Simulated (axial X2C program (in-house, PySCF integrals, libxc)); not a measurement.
# IrBr⁺: EOM-IP-CCSD levels

Wanted for IrBr⁺: EOM-IP-CCSD levels, at the two-component level.

The runs use an in-house X2C program for linear molecules on PySCF integrals; two-component X2C with atomic mean-field terms, Ir dyall-cv3z, Br dyall-cv3z.

All values are calculated.

## 1. The job

task.json

```json
{"zs": [77, 35], "q": 1, "bas": ["dyall-cv3z", "dyall-cv3z"], "r0": 2.36, "eom": "ip", "rq": 0, "thr": -2.0, "nmax": 95, "grid": [1, 0.96, 1.045, 0.92, 1.09, 1.15]}
```

Keys: zs atomic numbers; q charge; bas basis sets; r0 starting distance in Å; eom kind of EOM run; thr threshold in hartree for freezing inner shells (an s shell follows its p shell); nmax most natural virtual spinors; grid distances as factors.

Command:

```
> python soeom.py task.json out
```

After this run come: EOM-IP-CCSD at 2.286 Å.

**Question.** What will these runs give? Wanted: next root led by one particle; T1 of the reference.

As calculated:

| quantity | value |
| --- | --- |
| lowest root at 2.286 Å | Ω = 1/2, 8.941 eV |
| next root led by one particle | Ω = 5/2, about 3230 cm⁻¹ higher |
| T1 of the reference | 0.029 |

Removing an electron from the reference determinant of IrBr costs 8.94 eV and empties a spinor of 32% Ir dσ, 26% Ir dπ, 22% Ir sσ. The closed-shell reference lies 0.67 eV above the lowest determinant found, so these energies count from an excited configuration. Errors of 0.1 to 0.3 eV are usual at this size, and roots led by higher excitations are left out, so the list is incomplete, and low states of that kind can be missing. T1 or the largest double amplitude of the reference is raised, which lowers the reliability.
